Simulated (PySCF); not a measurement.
# BrH3Si (SiBrH3): the cost of one run

Computed with PySCF 2.14.0 and routines of our own; the level stands in each step. Atoms count from 0.

## Step 1: The starting structure

5 atoms, charge 0, multiplicity 1; geometry from: GFN2-xTB.

## Step 2: NMR shieldings: PBE0/pcSseg-1 Br:us-x2c-TZVPall-2c, spin–orbit

The job: settings as JSON, then the geometry in Å.

```
{"job": {"kind": "hnmr", "xc": "PBE0", "basis": {"default": "pcSseg-1", "Br": "us-x2c-TZVPall-2c"}, "rel": "so"}, "charge": 0, "multiplicity": 1}
Si    -0.001670     0.001880    -0.207420
Br     0.013160    -0.019750     2.002820
H      1.396060     0.010900    -0.606440
H     -0.707900     1.215780    -0.582090
H     -0.699650    -1.208820    -0.606880
```

With the program's defaults for keys left out, this is: PBE0/pcSseg-1 Br:us-x2c-TZVPall-2c GIAO NMR shielding, X2C with spin-orbit coupling, screened-nuclear two-electron part, Gaussian nuclei, gas phase.

Launch:

```
> OMP_NUM_THREADS=1 python heavy_run.py task.json out
```

One launch serves the whole session: the jobs run in the order shown.

**Question.** How long does this first job take on 1 thread of Arm Neoverse V1, shared host, and how much memory does it need?

About 21 s, with a peak of 0.72 GiB.
